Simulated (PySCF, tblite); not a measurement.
# C5H14OSSi2: geometry, infrared bands and NMR shifts

Aim: predict the infrared bands and NMR shifts of C5H14OSSi2 (`C[SiH2]O[C@@H]1[C@@H](C)[Si@H]1SC`).

Computed with tblite 0.8.0 and PySCF 2.14.0, with density-fitted response routines of our own, on a single molecule in the gas phase. Atoms are numbered from 0 throughout.

### Step 1. The starting structure

23 atoms, charge 0, multiplicity 1; geometry from: force field or distance geometry start.

Bonds of the start (Å): C0–Si1 1.88, Si1–O2 1.66, O2–C3 1.36, C3–C4 1.48, C4–C5 1.51, C4–Si6 1.82, Si6–S7 2.11, S7–C8 1.81, Si6–C3 1.89, C0–H9 1.10, C0–H10 1.10, C0–H11 1.12, Si1–H12 1.45, Si1–H13 1.47, C3–H14 1.12, C4–H15 1.12, C5–H16 1.11, C5–H17 1.12, C5–H18 1.11, Si6–H19 1.46, C8–H20 1.11, C8–H21 1.11, C8–H22 1.14.

### Step 2. Optimising the geometry with GFN2-xTB

The job: settings as JSON, then the geometry in Å.

```
{"job": {"kind": "relax", "xc": "GFN2-xTB", "basis": "xTB"}, "charge": 0, "multiplicity": 1}
C      2.734000     2.361600     0.037100
Si     2.818300     0.482700     0.037100
O      1.528200    -0.059700    -0.862800
C      0.561700    -0.780100    -0.234000
C     -0.308200    -1.808000    -0.856800
C     -0.759100    -3.053300    -0.136000
Si    -1.170900    -0.212400    -0.723200
S     -2.204000     0.528800     0.956100
C     -3.574300     1.530400     0.316100
H      3.714300     2.777100     0.310900
H      2.397100     2.705900    -0.948800
H      2.011400     2.651000     0.844000
H      4.137700     0.130600    -0.449900
H      2.653700     0.021100     1.426000
H      0.745600    -0.950200     0.862300
H      0.020100    -2.064700    -1.901400
H     -1.386300    -2.825100     0.750300
H      0.154900    -3.593800     0.218200
H     -1.237500    -3.761800    -0.847100
H     -1.319400     0.571700    -1.943300
H     -3.335400     1.795600    -0.730200
H     -4.567900     1.043200     0.391500
H     -3.618600     2.536400     0.853000
```

Run with:

```
$ OMP_NUM_THREADS=1 python probes_run.py task.json out
```

One launch serves the whole session: the jobs run in the order shown.

**Question.** This job is followed by: GFN2-xTB harmonic vibrations, gas phase; GIAO PBE0/pcSseg-1 NMR shielding, non-relativistic, gas phase. What will the session give for the following? strongest single infrared mode (GFN2-xTB); zero-point energy (GFN2-xTB); ¹³C shifts against TMS (PBE0/pcSseg-1); ¹H shifts against TMS (PBE0/pcSseg-1, means over atoms taken as alike); ²⁹Si shifts against TMS (PBE0/pcSseg-1); ¹⁷O shifts against H2O (PBE0/pcSseg-1); ³³S shifts against CS2 (PBE0/pcSseg-1).

As calculated:

```
                                                              quantity                                               value
                             strongest single infrared mode (GFN2-xTB)                               2203 cm⁻¹, 310 km/mol
                                          zero-point energy (GFN2-xTB)                                      110.0 kcal/mol
                                ¹³C shifts against TMS (PBE0/pcSseg-1)                    64.6, 23.8, 16.1, 14.5, -4.2 ppm
¹H shifts against TMS (PBE0/pcSseg-1, means over atoms taken as alike)  5.17, 4.80, 4.08, 3.75, 2.01, 1.44, 1.23, 0.28 ppm
                               ²⁹Si shifts against TMS (PBE0/pcSseg-1)                                    -16.3, -75.8 ppm
                                ¹⁷O shifts against H2O (PBE0/pcSseg-1)                                            33.6 ppm
                                ³³S shifts against CS2 (PBE0/pcSseg-1)                                            -208 ppm
```

**Reading.** Over 224 steps the energy fell by 1.082 eV; of the close pairs, C4–Si6 changed most, 1.819 to 1.893 Å. All 63 modes are real, so the xTB geometry is a minimum. The strongest single mode, at 2203 cm⁻¹, moves mainly H13. Unscaled tight-binding wavenumbers are off by several per cent, some by more. Its intensities can rank the bands wrongly. At PBE0/pcSseg-1: The widest tensor belongs to Si6: span 314 ppm, with a paramagnetic part of -460 ppm.
